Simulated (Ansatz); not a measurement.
# InH3Se3: basis-set convergence

The task here is to estimate one member of a computed series from the others.

Program: Ansatz 0.2.0, Gaussian basis. Level of theory: one geometry, several basis sets. These are calculated values, not measurements.

Levels to be run: PBE0-D4/def2-SVP; ωB97M-V/def2-SVP; PBE0-D4/def2-QZVPP; ωB97M-V/def2-QZVPP; the functionals' def2-TZVPP values are taken from earlier runs.

### The relaxed structure

An earlier PBE0-D4 in a triple-zeta def2 set relaxation fixed the geometry. In takes the def2 core potential; no spin-orbit term is included.

SMILES `[SeH][In]([SeH])[SeH]`, 7 atoms, charge 0, spin multiplicity 1.

Atoms are counted from 1 here; the program's logs count them from 0.

Bond lengths: Se1–In2 2.500 Å, Se1–H5 1.470 Å, In2–Se3 2.500 Å, In2–Se4 2.500 Å, Se3–H6 1.470 Å, Se4–H7 1.469 Å. Angles: In2–Se1–H5 91.6°, Se1–In2–Se3 120.0°, Se1–In2–Se4 120.0°, Se3–In2–Se4 120.0°, In2–Se3–H6 91.6°, In2–Se4–H7 91.6°.

Set-up of the first run:

Contents of in.yaml:

```yaml
crystal:
  periodic: [false, false, false]
  atoms:
    - {symbol: Se, position_ang: [-2.431432, -0.138332, -0.533345]}
    - {symbol: In, position_ang: [0.008795, -0.014601, -0.005738]}
    - {symbol: Se, position_ang: [0.760068, 0.416215, 2.339128]}
    - {symbol: Se, position_ang: [1.697704, -0.323333, -1.822498]}
    - {symbol: H, position_ang: [-2.790426, 0.122387, 0.867577]}
    - {symbol: H, position_ang: [2.173388, 0.374067, 1.938901]}
    - {symbol: H, position_ang: [0.643204, -0.504303, -2.829826]}
basis:
  gaussian: {orbitals: def2-SVP}
hamiltonian: {xc: pbe0, dispersion: d4}
output: {orbitals: {seedname: orbitals}}
```

Command:

```sh
$ ansatz run in.yaml --threads 2 --pin off --events-out ev --progress --plain --max-ram 20480MiB --backend cpu
```

Among the steps run: PBE0-D4 in def2-SVP; ωB97M-V in def2-SVP; PBE0-D4 in def2-QZVPP; ωB97M-V in def2-QZVPP.

One table of the session follows, with a row left open; its other results are not shown here.

It belongs to the step «Functionals by basis». 

```
functional       basis  HOMO (eV)  LUMO (eV)
   PBE0-D4    def2-SVP      -7.09      -1.74
   PBE0-D4  def2-TZVPP          ?          ?
   PBE0-D4  def2-QZVPP      -7.24      -1.95
   ωB97M-V    def2-SVP      -9.20       0.13
   ωB97M-V  def2-TZVPP      -9.35      -0.14
   ωB97M-V  def2-QZVPP      -9.37      -0.25
```

Estimate the missing values for PBE0-D4, def2-TZVPP.

As computed: HOMO (eV): -7.22; LUMO (eV): -1.92. In the column «HOMO (eV)» it lies between PBE0-D4, def2-QZVPP (-7.24) and PBE0-D4, def2-SVP (-7.09).
